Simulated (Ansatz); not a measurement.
# PbF2: the cost of one run

Method: DFT PBE, scalar-relativistic, in Ansatz 0.2.0.

## 1. The structure to begin with

The structure is cubic, space group Fm-3m (No. 225). Conventional cell: a = 5.940 Å, b = 5.940 Å, c = 5.940 Å, α = 90.00°, β = 90.00°, γ = 90.00°. Pb (site symmetry m-3m) has 8 F at 2.57 Å as nearest neighbours. Around F (site symmetry -43m) lie 4 Pb at 2.57 Å.

Coordinates:

```xyz
3
Lattice="0.0000 2.9699 2.9699 2.9699 0.0000 2.9699 2.9699 2.9699 0.0000" Properties=species:S:1:pos:R:3 pbc="T T T"
Pb    0.0000    0.0000    0.0000
F     1.4849    1.4849    1.4849
F     4.4548    4.4548    4.4548
```

Structure: COD 9014557, as refined from experiment and not relaxed.

Atoms are numbered in the order of the input: Pb1, F2, F3.

## 2. All-electron LAPW

input.yaml

```yaml
crystal:
  lattice:
    - [0.0, 2.96985, 2.96985]
    - [2.96985, 0.0, 2.96985]
    - [2.96985, 2.96985, 0.0]
  atoms:
    - { symbol: Pb, position: [0.0, 0.0, 0.0] }
    - { symbol: F, position: [0.25, 0.25, 0.25] }
    - { symbol: F, position: [0.75, 0.75, 0.75] }
kpoints:
  mp_grid: { grid: [7, 7, 7] }
  band_path:
    path:
      - [0.0, 0.0, 0.0]
      - [0.5, 0.0, 0.5]
      - [0.625, 0.25, 0.625]
      - [0.375, 0.375, 0.75]
      - [0.0, 0.0, 0.0]
      - [0.5, 0.5, 0.5]
      - [0.5, 0.25, 0.75]
      - [0.5, 0.0, 0.5]
    npoints: 14
scf:
  occupations: { method: fermi_dirac, width: 0.03 }
hamiltonian:
  xc: pbe
  pseudopotentials: { kind: all_electron, lapw: { basis_error: 0.0005 } }
output:
  forces: true
  stress: true
  eigenvalues: true
  populations: true
  dos: { projected: true, de: 0.2, e_range: [-14, 8] }
```

Launch:

```sh
$ ansatz run input.yaml --threads 1 --pin off --max-ram 3072MiB --backend cpu --events-out ev --progress --plain --runs-dir out
```

**Question.** How long does this run take on 1 thread of Arm Neoverse V2, shared host?

About 24 s.
